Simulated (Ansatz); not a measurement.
# AgF (SMILES [F][Ag]): one structure at several levels

A test off equilibrium: a structure displaced at random from a GFN2-xTB minimum is computed at several levels, and each is set against CCSD(T).

The runs use Ansatz 0.2.0, Gaussian basis; single points in def2-TZVPP.

Cores are frozen in the correlated methods. Filled d shells of the heavier atoms are correlated. Core potentials replace the inner electrons past krypton, and spin-orbit coupling is left out.

### 1 Starting geometry

2 atoms, charge 0, spin multiplicity 1.

Atoms are counted from 1 here; the program's logs count them from 0.

Bond lengths: F1–Ag2 1.933 Å.

Coordinates:

```mol
AgF
  3D, bonds by distance, orders not assigned

  2  1  0  0  0  0  0  0  0  0999 V2000
    0.8565   -0.3081    0.4770 F   0  0
   -0.7468    0.3206   -0.4014 Ag  0  0
  1  2  8  0
M  END
```

### 2 CCSD(T)/def2-TZVPP

Input file run/in.yaml:

```yaml
crystal:
  periodic: [false, false, false]
  atoms:
    - {symbol: F, position_ang: [0.856500, -0.308100, 0.477000]}
    - {symbol: Ag, position_ang: [-0.746800, 0.320600, -0.401400]}
basis:
  gaussian: {orbitals: def2-TZVPP}
correlation: {method: ccsd_t}
output: {forces: true}
```

The command line of these runs was not kept.

### 3 PBE0-D4/def2-TZVPP

run/in.yaml: that of step 2 with these lines changed.

```diff
@@ -7,3 +7,3 @@
   gaussian: {orbitals: def2-TZVPP}
-correlation: {method: ccsd_t}
-output: {forces: true}
+hamiltonian: {xc: pbe0, dispersion: d4}
+output: {forces: true, orbitals: {seedname: orbitals}}
```

### 4 wB97M-V/def2-TZVPP

run/in.yaml: that of step 3 with these lines changed.

```diff
@@ -7,3 +7,3 @@
   gaussian: {orbitals: def2-TZVPP}
-hamiltonian: {xc: pbe0, dispersion: d4}
-output: {forces: true, orbitals: {seedname: orbitals}}
+hamiltonian: {xc: {name: wB97M-V}}
+output: {forces: true}
```

### 5 r2SCAN-D4/def2-TZVPP

run/in.yaml: that of step 4 with these lines changed.

```diff
@@ -7,3 +7,3 @@
   gaussian: {orbitals: def2-TZVPP}
-hamiltonian: {xc: {name: wB97M-V}}
+hamiltonian: {xc: r2scan, dispersion: d4}
 output: {forces: true}
```

### 6 PBE-D4/def2-TZVPP

run/in.yaml: that of step 5 with these lines changed.

```diff
@@ -7,3 +7,3 @@
   gaussian: {orbitals: def2-TZVPP}
-hamiltonian: {xc: r2scan, dispersion: d4}
+hamiltonian: {xc: pbe, dispersion: d4}
 output: {forces: true}
```

### 7 LC-wPBE/def2-TZVPP

run/in.yaml: that of step 6 with these lines changed.

```diff
@@ -7,3 +7,3 @@
   gaussian: {orbitals: def2-TZVPP}
-hamiltonian: {xc: pbe, dispersion: d4}
+hamiltonian: {xc: {name: LC-wPBE}}
 output: {forces: true}
```

### 8 SPW92/def2-TZVPP

run/in.yaml: that of step 7 with these lines changed.

```diff
@@ -7,3 +7,3 @@
   gaussian: {orbitals: def2-TZVPP}
-hamiltonian: {xc: {name: LC-wPBE}}
+hamiltonian: {xc: lda}
 output: {forces: true}
```

(Steps that only read results are left out.)

Q: Predict the outcome of this session. Wanted: energy less free atoms, CCSD(T)/def2-TZVPP; RMS force component; RMS force error; HOMO and LUMO, PBE0-D4; T1 diagnostic.

**Answer**, as computed:

```
                                  quantity                                                                                         value
energy less free atoms, CCSD(T)/def2-TZVPP                                                                                 -310.0 kJ/mol
                       RMS force component                                                          0.006 to 0.581 eV/Å over the methods
                           RMS force error  PBE0-D4 0.014, wB97M-V 0.093, r2SCAN-D4 0.125, PBE-D4 0.015, LC-wPBE 0.000, SPW92 0.482 eV/Å
                    HOMO and LUMO, PBE0-D4                                                                            -7.91 and -3.10 eV
                             T1 diagnostic                                                                                         0.023
```

What this shows: Against CCSD(T) the functionals' energies less atoms differ by -107.0 to 0.0 kJ/mol, PBE-D4 by -35.3 kJ/mol. The reference is not at the basis limit: in triple zeta CCSD(T) underbinds, which counts against methods that bind more; the gaps are no ranking. For forces LC-wPBE does best and SPW92 worst. Frozen-core CCSD(T) forces in triple zeta carry basis errors of their own, and this is one geometry, so small gaps rank nothing.
